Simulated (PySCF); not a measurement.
# CH3O3Re (SMILES [CH3][Re](=[O])(=[O])=[O]): levels of theory compared

We compute a comparison of 6 runs (HF/def2-SVP, HF/def2-TZVP, PBE0/def2-SVP, TPSS/def2-SVP, BP86/def2-SVPD, CCSD(T)/def2-SVP) of CH3O3Re. The job is set up through a Python script.

Program for the calculation: PySCF 2.14.0.

1 further run of the same task is left out (set aside as unsound or not needed).

## Step 1: The molecule

CH3O3Re: 8 atoms, total charge 0, spin state singlet. As SMILES, `[CH3][Re](=[O])(=[O])=[O]`. Geometry: a GFN2-xTB relaxation, a rough one for these elements and not checked as a minimum.

Bond lengths: C1–Re2 2.191 Å, Re2–O3 1.653 Å, Re2–O4 1.653 Å, Re2–O5 1.653 Å, C1–H6 1.091 Å, C1–H7 1.091 Å, C1–H8 1.091 Å. Some angles: C1–Re2–O3 95.4°, C1–Re2–O4 95.6°, C1–Re2–O5 95.4°, O3–Re2–O4 119.1°, O3–Re2–O5 119.1°, O4–Re2–O5 119.0°, Re2–C1–H6 109.2°, Re2–C1–H7 109.0°, Re2–C1–H8 109.0°, H6–C1–H7 109.9°.

## Step 2: Energy and gradient at HF/def2-SVP (core potential) (run 1)

Contents of job.py:

```python
import pyscf.grad
from pyscf import gto, scf

molecule = gto.Mole()
molecule.atom = '''
C     -0.810130    -0.087490     0.616320
Re     0.927690     0.099170    -0.705680
O      1.895910    -0.919170     0.164380
O      0.166550    -0.474210    -2.056370
O      1.097160     1.732520    -0.512270
H     -1.121660    -1.132270     0.653790
H     -0.534360     0.253490     1.614840
H     -1.621160     0.527950     0.225000
'''
molecule.basis = 'def2-svp'
molecule.verbose = 4
molecule.max_memory = 1860
molecule.ecp = {'Re': 'def2-svp'}
molecule.spin = 0
molecule.build()

mf = scf.RHF(molecule)
mf.conv_tol = 1e-10
mf.kernel()
if not mf.converged:
    mf = mf.newton().run(mf.mo_coeff, mf.mo_occ)

etot = mf.e_tot
print('E(%s) = %.9f' % ('HF', etot))
grad = mf.Gradients().kernel()
dip = mf.dip_moment()
pop, q = mf.mulliken_pop()
```

Launch:

```bash
$ OMP_NUM_THREADS=1 python job.py
```

Standard output:

```text
PySCF version 2.14.0

[... 72 lines left out ...]
converged SCF energy = -341.471162774786
[... 12 lines left out ...]
Dipole moment(X, Y, Z, Debye): -1.41756, -0.15681,  1.08344
[... 112 lines left out ...]
charge of    7H =      0.11333
```

Run time: 18 s. Hardware: 1 thread of Intel Xeon at 2.70GHz, shared host; peak memory 0.23 GiB.

## Step 3: Energy and forces at HF/def2-TZVP (core potential) (run 2)

Contents of calc.py:

```python
import pyscf.grad
from pyscf import gto, scf

mol = gto.Mole()
mol.atom = '''
C     -1.530924    -0.165332     1.164676
Re     1.753080     0.187404    -1.333542
O      3.582751    -1.736980     0.310633
O      0.314734    -0.896127    -3.885976
O      2.073332     3.273988    -0.968050
H     -2.119630    -2.139680     1.235484
H     -1.009794     0.479027     3.051605
H     -3.063548     0.997681     0.425188
'''
mol.basis = 'def2-tzvp'
mol.verbose = 4
mol.ecp = {'Re': 'def2-svp'}
mol.max_memory = 1860
mol.charge = 0
mol.unit = 'bohr'
mol.spin = 0
mol.build()

myscf = scf.RHF(mol)
myscf.conv_tol = 1e-10
myscf.kernel()
if not myscf.converged:
    myscf = myscf.newton().run(myscf.mo_coeff, myscf.mo_occ)

etot = myscf.e_tot
print(f'total energy: {etot:.8f} hartree')
grad = myscf.Gradients().kernel()
dip = myscf.dip_moment()
pop, q = myscf.mulliken_pop()
```

Launch:

```bash
$ OMP_NUM_THREADS=1 python calc.py
```

Standard output:

```text
PySCF version 2.14.0

[... 72 lines left out ...]
converged SCF energy = -341.839742418449
total energy: -341.83974242 hartree
[... 11 lines left out ...]
Dipole moment(X, Y, Z, Debye): -1.37555, -0.15231,  1.05131
[... 191 lines left out ...]
charge of    7H =      0.16926
```

Run time: 1.9 min. Hardware: 1 thread of Intel Xeon at 2.70GHz, shared host; peak memory 1.2 GiB.

Run 3 isn't shown in full; the table further down has it.

## Step 4: Energy and forces at TPSS/def2-SVP (core potential) (run 4)

Contents of calc.py:

```python
import pyscf.grad
from pyscf import gto, dft

system = gto.M(
    atom='''
C       -0.810130      -0.087490       0.616320
Re       0.927690       0.099170      -0.705680
O        1.895910      -0.919170       0.164380
O        0.166550      -0.474210      -2.056370
O        1.097160       1.732520      -0.512270
H       -1.121660      -1.132270       0.653790
H       -0.534360       0.253490       1.614840
H       -1.621160       0.527950       0.225000
''',
    ecp={'Re': 'def2-svp'},
    basis='def2-svp',
    max_memory=1860,
    charge=0,
    verbose=4,
)

mf = dft.RKS(system, xc='tpss')
mf.conv_tol = 1e-10
mf.grids.level = 5
mf.kernel()
if not mf.converged:
    mf = mf.newton().run(mf.mo_coeff, mf.mo_occ)

e_tot = mf.e_tot
print('E = %.10f Eh' % e_tot)
grad = mf.Gradients().kernel()
dip = mf.dip_moment()
pop, q = mf.mulliken_pop()
```

Launch:

```bash
$ OMP_NUM_THREADS=1 python calc.py
```

Standard output:

```text
PySCF version 2.14.0

[... 85 lines left out ...]
converged SCF energy = -343.807726119632
[... 13 lines left out ...]
Dipole moment(X, Y, Z, Debye): -1.17843, -0.12969,  0.89991
[... 112 lines left out ...]
charge of    7H =      0.10374
```

Wall time 99 s (1 thread of Intel Xeon at 2.70GHz, shared host); peak memory 1.1 GiB.

Run 5 isn't shown in full; the table further down has it.

## Step 5: The energy at CCSD(T)/def2-SVP (core potential) (run 6)

Contents of calc.py:

```python
from pyscf import gto, scf, cc

system = gto.M(
    atom='''
C       -0.810130      -0.087490       0.616320
Re       0.927690       0.099170      -0.705680
O        1.895910      -0.919170       0.164380
O        0.166550      -0.474210      -2.056370
O        1.097160       1.732520      -0.512270
H       -1.121660      -1.132270       0.653790
H       -0.534360       0.253490       1.614840
H       -1.621160       0.527950       0.225000
''',
    verbose=4,
    basis='def2-svp',
    max_memory=1860,
    spin=0,
    ecp={'Re': 'def2-svp'},
)

mf = scf.RHF(system)
mf.conv_tol = 1e-10
mf.kernel()
if not mf.converged:
    mf = mf.newton().run(mf.mo_coeff, mf.mo_occ)

mycc = cc.CCSD(mf, frozen=4)
mycc.kernel()
e_t = mycc.ccsd_t()
e_final = mycc.e_tot + e_t
print('E(%s) = %.9f' % ('CCSD(T)', e_final))
mf.analyze()
```

Launch:

```bash
$ OMP_NUM_THREADS=1 python calc.py
```

Standard output:

```text
PySCF version 2.14.0

[... 121 lines left out ...]
MO #8   energy= -2.27062779379483  occ= 2
[... 18 lines left out ...]
MO #27  energy= 0.043358426182875  occ= 0
[... 18 lines left out ...]
MO #46  energy= 0.786224228604222  occ= 0
[... 18 lines left out ...]
MO #65  energy= 1.46035225715314   occ= 0
[... 18 lines left out ...]
MO #84  energy= 2.91529850999862   occ= 0
[... 18 lines left out ...]
MO #103 energy= 505.929930946989   occ= 0
[... 114 lines left out ...]
Dipole moment(X, Y, Z, Debye): -1.41756, -0.15681,  1.08344
```

Run time: 2.4 min. Hardware: 1 thread of Intel Xeon at 2.70GHz, shared host; peak memory 0.93 GiB.

## Step 6: The series

```
run                              level  integration grid      task  energy (Eh)  dipole moment (D) of the reference  HOMO energy (eV)  LUMO energy (eV)  wall time
  1       HF/def2-SVP (core potential)                 –  gradient  -341.471163                                1.79            -13.51              1.16       18 s
  2      HF/def2-TZVP (core potential)                 –  gradient  -341.839742                                1.74            -13.44              1.15    1.9 min
  3     PBE0/def2-SVP (core potential)                 5  gradient  -343.436096                                1.56             -9.75             -2.69       62 s
  4     TPSS/def2-SVP (core potential)                 5  gradient  -343.807726                                1.49             -8.13             -3.47       99 s
  5    BP86/def2-SVPD (core potential)                 5  gradient  -343.918814                                1.61             -8.29             -3.84      2 min
  6  CCSD(T)/def2-SVP (core potential)                 –    energy  -342.638957                                1.79            -13.51              1.16    2.4 min
```

## Step 7: Summary of results

```
                                          quantity          value
                               run 6: total energy  -342.63896 Eh
       run 6: dipole moment (Hartree–Fock density)         1.79 D
        run 6: HOMO energy (Hartree–Fock orbitals)      -13.51 eV
        run 6: LUMO energy (Hartree–Fock orbitals)        1.16 eV
      run 6: HOMO–LUMO gap (Hartree–Fock orbitals)       14.67 eV
run 6: correlation energy (4 core orbitals frozen)    -1167.8 mEh
                             run 6: (T) correction     -58.85 mEh
                              run 6: T1 diagnostic          0.020
```

In words: Over runs 1, 2, 3, 4, 5 the dipole moment (its size) runs from 1.49 D (TPSS/def2-SVP) to 1.79 D (HF/def2-SVP). Over runs 1, 2, 3, 4, 5 the HOMO–LUMO gap runs from 4.45 eV (BP86/def2-SVPD) to 14.67 eV (HF/def2-SVP). The two ends differ in method and basis. Totals of different functionals can't be ranked against each other. All runs together took 9.3 min, the longest 2.4 min.
